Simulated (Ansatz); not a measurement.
# C3H10S2Si: the cost of one run

All numbers below are computed with Ansatz 0.2.0 (RKS PBE-D4/STO-3G).

## 1. Starting point

Bond lengths (14 of 15 bonds, heavy atoms first): C1–Si2 1.859 Å, Si2–C3 1.853 Å, C3–S4 1.724 Å, S4–C5 1.815 Å, C5–S6 1.820 Å, C1–H7 1.061 Å, C1–H8 1.119 Å, C1–H9 1.096 Å, Si2–H10 1.465 Å, Si2–H11 1.478 Å, C3–H12 1.127 Å, C3–H13 1.082 Å, C5–H14 1.090 Å, C5–H15 1.078 Å. Angles (14 of 26 angles, heavy atoms first): C1–Si2–C3 113.8°, Si2–C3–S4 113.6°, C3–S4–C5 102.4°, S4–C5–S6 111.6°, C1–Si2–H10 111.3°, C1–Si2–H11 106.6°, C3–Si2–H10 108.6°, C3–Si2–H11 109.1°, Si2–C1–H7 110.9°, Si2–C1–H8 106.2°, Si2–C1–H9 111.1°, Si2–C3–H12 111.8°, Si2–C3–H13 110.2°, S4–C3–H12 110.2°.

As a file:

```xyz
16

C     0.1094   -2.5740    0.2214
Si    1.0674   -1.0553   -0.2596
C     0.8441    0.3696    0.9040
S    -0.7601    1.0021    0.9215
C    -0.7575    2.1139   -0.5137
S    -2.3151    3.0463   -0.6402
H     0.2649   -3.3572   -0.4770
H    -0.9712   -2.2871    0.1828
H     0.3153   -2.8577    1.2594
H     0.7178   -0.6124   -1.6117
H     2.4932   -1.4451   -0.2807
H     1.5847    1.1944    0.7031
H     1.0597    0.0605    1.9184
H     0.0299    2.8497   -0.3504
H    -0.6047    1.5415   -1.4144
H    -3.1007    1.9884   -0.5187
```

## 2. Relaxing end A

input.yaml

```yaml
crystal:
  periodic: [false, false, false]
  atoms:
    - { symbol: C, position_ang: [0.1094, -2.574, 0.2214] }
    - { symbol: Si, position_ang: [1.0674, -1.0553, -0.2596] }
    - { symbol: C, position_ang: [0.8441, 0.3696, 0.904] }
    - { symbol: S, position_ang: [-0.7601, 1.0021, 0.9215] }
    - { symbol: C, position_ang: [-0.7575, 2.1139, -0.5137] }
    - { symbol: S, position_ang: [-2.3151, 3.0463, -0.6402] }
    - { symbol: H, position_ang: [0.2649, -3.3572, -0.477] }
    - { symbol: H, position_ang: [-0.9712, -2.2871, 0.1828] }
    - { symbol: H, position_ang: [0.3153, -2.8577, 1.2594] }
    - { symbol: H, position_ang: [0.7178, -0.6124, -1.6117] }
    - { symbol: H, position_ang: [2.4932, -1.4451, -0.2807] }
    - { symbol: H, position_ang: [1.5847, 1.1944, 0.7031] }
    - { symbol: H, position_ang: [1.0597, 0.0605, 1.9184] }
    - { symbol: H, position_ang: [0.0299, 2.8497, -0.3504] }
    - { symbol: H, position_ang: [-0.6047, 1.5415, -1.4144] }
    - { symbol: H, position_ang: [-3.1007, 1.9884, -0.5187] }
basis:
  gaussian: { orbitals: STO-3G }
hamiltonian:
  xc: pbe
  dispersion: d4
relax:
  f_tol: 0.015
  max_steps: 40
```

Launch:

```sh
> ansatz run input.yaml --threads 1 --pin off --max-ram 2048MiB --backend cpu --events-out ev --progress --plain --runs-dir out
```

Q: Estimate wall time and peak memory on 1 thread of Intel Xeon Platinum 8559C (Emerald Rapids), shared host.

About 41 s, with a peak of 0.17 GiB.
